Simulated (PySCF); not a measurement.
# Pb(OCH3)4: other functionals and bases at one geometry

The task here is to estimate one member of a computed series from the others.

Program: PySCF 2.14.0. Level of theory: several levels, as the steps say, no spin–orbit coupling. These are calculated values, not measurements.

1 further run of the same task is left out (for a known fault of the program).

## Where the work starts

21 atoms, charge 0, spin multiplicity 1.

Bond lengths: Pb1–O2 2.108 Å, Pb1–O7 2.108 Å, Pb1–O12 2.108 Å, Pb1–O17 2.108 Å, O2–C3 1.401 Å, C3–H4 1.106 Å, C3–H5 1.106 Å, C3–H6 1.100 Å, O7–C8 1.401 Å, C8–H9 1.106 Å, C8–H10 1.106 Å, C8–H11 1.100 Å, O12–C13 1.401 Å, C13–H14 1.106 Å, C13–H15 1.106 Å, C13–H16 1.100 Å, O17–C18 1.401 Å, C18–H19 1.106 Å and more. Angles: O2–Pb1–O7 90.0°, O2–Pb1–O12 180.0°, O2–Pb1–O17 90.0°, O7–Pb1–O12 90.0°, O7–Pb1–O17 180.0°, O12–Pb1–O17 90.0°, Pb1–O2–C3 124.0°, O2–C3–H4 109.7°, O2–C3–H5 109.7°, O2–C3–H6 113.4°, H4–C3–H5 107.9°, H4–C3–H6 108.0°, H5–C3–H6 108.0°, Pb1–O7–C8 124.0°, O7–C8–H9 109.7°, O7–C8–H10 109.7°, O7–C8–H11 113.4°, H9–C8–H10 107.9° and more.

As a file:

| atom | x (Å) | y (Å) | z (Å) |
| --- | --- | --- | --- |
| Pb1 | 0.0000 | 0.0000 | 0.0000 |
| O2 | 1.9337 | 0.8395 | 0.0000 |
| C3 | 3.1145 | 0.0849 | 0.0000 |
| H4 | 3.7163 | 0.3345 | -0.8943 |
| H5 | 3.7163 | 0.3345 | 0.8943 |
| H6 | 2.9398 | -1.0011 | 0.0000 |
| O7 | -0.8395 | 1.9337 | 0.0000 |
| C8 | -0.0849 | 3.1145 | 0.0000 |
| H9 | -0.3345 | 3.7163 | -0.8943 |
| H10 | -0.3345 | 3.7163 | 0.8943 |
| H11 | 1.0011 | 2.9398 | 0.0000 |
| O12 | -1.9337 | -0.8395 | 0.0000 |
| C13 | -3.1145 | -0.0849 | 0.0000 |
| H14 | -3.7163 | -0.3345 | -0.8943 |
| H15 | -3.7163 | -0.3345 | 0.8943 |
| H16 | -2.9398 | 1.0011 | 0.0000 |
| O17 | 0.8395 | -1.9337 | 0.0000 |
| C18 | 0.0849 | -3.1145 | 0.0000 |
| H19 | 0.3345 | -3.7163 | -0.8943 |
| H20 | 0.3345 | -3.7163 | 0.8943 |
| H21 | -1.0011 | -2.9398 | 0.0000 |

Formal oxidation states: Pb +4. An earlier session relaxed this geometry at PBE0, Pb def2-SVP with ECP60, O def2-SVP, C def2-SVP, H def2-SVP (singlet, point group C4h). Its vibrations showed it to be a saddle point, relaxed within its symmetry.

At PBE0 on the finer grid: E = -652.416840 Eh, HOMO -6.87 eV, LUMO -3.47 eV, Mulliken charge on Pb1 +1.20 e, largest force component 0.009 eV/Å. 

Levels to run: r2SCAN; BLYP; BP86; B3LYP. Hardware: 4 threads of Arm Neoverse V2, shared host.

The first run:

Input file run.py (the lines that set the calculation):

```python
mol = gto.M(atom='''
Pb     0.00000     0.00000     0.00000
O      1.93370     0.83948     0.00000
C      3.11455     0.08495     0.00000
H      3.71628     0.33450    -0.89426
H      3.71628     0.33450     0.89426
H      2.93980    -1.00107     0.00000
O     -0.83948     1.93370     0.00000
C     -0.08495     3.11455     0.00000
H     -0.33450     3.71628    -0.89426
H     -0.33450     3.71628     0.89426
H      1.00107     2.93980     0.00000
O     -1.93370    -0.83948     0.00000
C     -3.11455    -0.08495     0.00000
H     -3.71628    -0.33450    -0.89426
H     -3.71628    -0.33450     0.89426
H     -2.93980     1.00107     0.00000
O      0.83948    -1.93370     0.00000
C      0.08495    -3.11455     0.00000
H      0.33450    -3.71628    -0.89426
H      0.33450    -3.71628     0.89426
H     -1.00107    -2.93980     0.00000''',
    basis={'Pb': 'def2-SVP', 'O': 'def2-SVP', 'C': 'def2-SVP', 'H': 'def2-SVP'},
    ecp={'Pb': 'def2-SVP'},
    charge=0, spin=0)
mf = dft.RKS(mol, xc='R2SCAN')
mf.grids.atom_grid = (75, 302)
mf = mf.density_fit()  # fitting sets: Pb def2-universal-JKFIT, O def2-universal-JKFIT, C def2-universal-JKFIT, H def2-universal-JKFIT
mf.conv_tol = 1e-08; mf.max_cycle = 55
mf.kernel(dm0)  # dm0: the density of the relaxed state
```

On the command line:

```sh
OMP_NUM_THREADS=4 python run.py
```

Among the steps run: r2SCAN; BLYP; BP86; B3LYP.

One table of the session follows, with a row left open; its other results are not shown here.

| level | HOMO (eV) | gap (eV) | charge on Pb1 (e) | largest force component (eV/Å) |
| --- | --- | --- | --- | --- |
| PBE0 (relaxed here) | -6.87 | 3.40 | 1.20 | 0.01 |
| r2SCAN | -5.80 | 1.71 | 1.15 | 0.25 |
| BLYP | -5.38 | 1.46 | 0.96 | 0.73 |
| BP86 | ? | ? | ? | ? |
| B3LYP | -6.62 | 2.98 | 1.13 | 0.25 |

Estimate the missing values for BP86.

The run gave: HOMO (eV): -5.62; gap (eV): 1.46; charge on Pb1 (e): 0.97; largest force component (eV/Å): 0.57. In the column «HOMO (eV)» it lies between r2SCAN (-5.80) and BLYP (-5.38).

In one basis the HOMO–LUMO gap runs from 1.46 eV (BLYP) to 3.40 eV (PBE0). The largest leftover force, 0.73 eV/Å with BLYP, stands at a geometry relaxed at another level. Total energies of different levels can't be compared.
